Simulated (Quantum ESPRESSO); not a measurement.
Runs of Quantum ESPRESSO 7.5 on HfIn4SiO6. It takes space group P312 (No. 149, trigonal). The conventional cell has a = 5.277 Å, b = 5.277 Å, c = 10.559 Å, α = 90.00°, β = 90.00°, γ = 120.00°. Hf (site symmetry 32) has 6 O at 2.10 Å as nearest neighbours. In (site symmetry 3) has 3 O at 2.62 Å as nearest neighbours. In (site symmetry 3) has 3 O at 2.32 Å as nearest neighbours. Si (site symmetry 32) is surrounded by 6 O at 1.83 Å. O (site symmetry 1) has 1 Si at 1.83 Å and 1 Hf at 2.10 Å as nearest neighbours. The cell was built by a generator and needn't be a form met in nature.

```tsv
task	level	potentials or basis	cell	k mesh	cutoff (eV)	form of the LDA correlation	symmetry	most ionic steps	forc conv thr	etot conv thr	gap on the mesh (eV)	pressure (GPa)	largest force (eV/Å)
band structure	LDA	SG15 PBE 1.2	as given	4 × 4 × 2	1197	PZ81	-	-	-	-	0.32	-4.8	(b)
single point	PBE	SSSP 1.3 efficiency PBE	as given	6 × 6 × 3	816	-	-	-	-	-	none	(a)	0.09
relaxation of cell and atoms	PBEsol	SSSP 1.3 efficiency PBE	relaxed to 0.3 kbar	4 × 4 × 2	816	-	off	40	0.0004 Ry/bohr	1e-05 Ry	none	0.0	-
single point	PBE	SSSP 1.3 efficiency PBE	atoms moved at random, drawn with an rms of 0.05 Å	6 × 6 × 3	816	-	-	-	-	-	none	0.1	2.16
relaxation of cell and atoms	PBE+D3(BJ)	SSSP 1.3 efficiency PBE	relaxed to 0.3 kbar	4 × 4 × 2	816	-	off	40	0.0004 Ry/bohr	1e-05 Ry	none	0.0	-
```

Alike in all rows: no spin polarisation; smearing fermi-dirac 0.05 eV.

Fill in the values left out.

(a) -0.3; (b) 0.49.

Caveats: the potentials were made for another functional, which shifts forces and pressure (some runs); spin-orbit coupling is left out, which moves the levels of the heavy elements (some runs); the mesh misses the band edges, which the band path finds closer together (some runs); pairwise dispersion overbinds metals, which lowers pressure and volume (some runs).

A k mesh can miss the band edges, and the runs leave out spin-orbit coupling on Hf, In.

A gap of «none» marks a metal or a gap under the smearing width.

The runs don't all hold the same shells in valence.
